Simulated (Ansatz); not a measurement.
AlFe3B:

```
Fe Al B
1.0
     3.82232    0.00000    0.00000
     0.00000    3.82232    0.00000
     0.00000    0.00000    3.82232
Fe Al B
3 1 1
Direct
  0.00000 0.00000 0.50000
  0.00000 0.50000 0.00000
  0.50000 0.00000 0.00000
  0.50000 0.50000 0.50000
  0.00000 0.00000 0.00000
```

The cell comes from a database or a generator and needn't be the stable form of this composition.

```yaml
Program: Ansatz 0.2.0
Task: single point
Functional: PBEsol
Potentials_or_basis: Ansatz PAW
Cutoff: "420 eV (not typed: the program's choice for these potentials)"
k_mesh: 7 × 7 × 7
Occupations: fermi-dirac, width 0.05 eV
Spin: collinear spin, ferromagnetic start
Starting_moments: "[3.0, 3.0, 3.0, 0.0, 0.0] μB"
```

On this cell: pressure -7.7 GPa; largest force zero by symmetry; net moment 4.11 μB per cell; site moments Fe +1.37; Al -0.11; B -0.11 μB; band gap on the k mesh none (metal or under the smearing width).

The same run follows on a disturbed copy (atoms moved at random, drawn with an rms of 0.05 Å):

```
Fe Al B
1.0
     3.82232    0.00000    0.00000
     0.00000    3.82232    0.00000
     0.00000    0.00000    3.82232
Fe Al B
3 1 1
Direct
  0.00373 0.01103 0.48969
  0.99963 0.50589 0.00111
  0.50839 0.00685 0.00261
  0.48355 0.49851 0.49018
  0.01093 0.00610 0.00388
```

Problem. What does the disturbed cell give?

Solution. The energy (extrapolated to zero smearing) moves by +11.4 meV/atom; pressure -7.2 GPa; largest force 1.244 eV/Å; net moment 4.11 μB per cell; site moments Fe +1.34, +1.37; Al -0.10; B -0.10 μB; band gap on the k mesh none (metal or under the smearing width).

Forces in eV/Å, atoms in the order of the input:
```
Fe  -0.166 -0.157  1.223
Fe  -0.069  0.073 -0.198
Fe   0.064 -0.057 -0.229
Al   0.360  0.192  0.227
B   -0.188 -0.050 -1.022
```

Stress tensor (GPa, compression positive):
```
-7.34  0.14  0.03
 0.14 -7.39  0.09
 0.03  0.09 -6.86
```

Caveats: the PAW data sets come from PBE, with cores solved anew for the run's functional, which leaves a small shift of forces and pressure.
